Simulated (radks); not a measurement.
# Taking charge from the 3s level of Pm⁴⁵⁺ in fractions

The task here is to estimate one member of a computed series from the others.

Program: radks (a radial shooting solver on a logarithmic mesh, Libxc functionals) version 1. Level of theory: scalar-relativistic Kohn-Sham, LDA (Slater exchange, Perdew-Wang correlation), spin-polarised, spherical densities, finite nucleus; open shells are filled with parallel spins first. These are calculated values, not measurements, unless marked.

### Starting point

- element: promethium (Z = 61)
- charge: +45
- electrons: 16
- configuration: [Ne] 3s(up 1, down 1) 3p4
- nuclear rms radius: 4.962 fm

A shell typed twice in an input gives spin up, then spin down.

The first run:

The run's settings:

```text
Z 61
configuration [Ne] 3s1 3s1 3p4
relativity scalar-relativistic
functional lda,pw
spin polarised
nucleus finite rms 4.962 fm
c 137.035999084
```

Steps of the session up to this table: Start: [Ne] 3s(up 1, down 1) 3p4.

One of the session's tables, all rows but one given; the rest of the session is left out.

It belongs to the step «Start: [Ne] 3s(up 1, down 1) 3p4». Sizes of the orbitals, from the radial functions (bohr):

| level | <r> | outermost maximum (interpolated) | 90 % within | nodes |
| --- | --- | --- | --- | --- |
| 2s up | 0.09791 | 0.0834 | 0.151 | 1 |
| 2s down | 0.09788 | 0.0834 | 0.151 | 1 |
| 2p up | 0.08597 | 0.0672 | 0.139 | 0 |
| 2p down | 0.08595 | 0.0672 | 0.139 | 0 |
| 3s up | ? | ? | ? | ? |
| 3s down | 0.2384 | 0.225 | 0.346 | 2 |
| 3p up | 0.2318 | 0.218 | 0.343 | 1 |
| 3p down | 0.2320 | 0.218 | 0.343 | 1 |

Q: Estimate the row for 3s up from the others.

**Answer.** <r>: 0.2382; outermost maximum (interpolated): 0.225; 90 % within: 0.346; nodes: 2. In the column «<r>» it lies between 3p down (0.2320) and 3s down (0.2384).
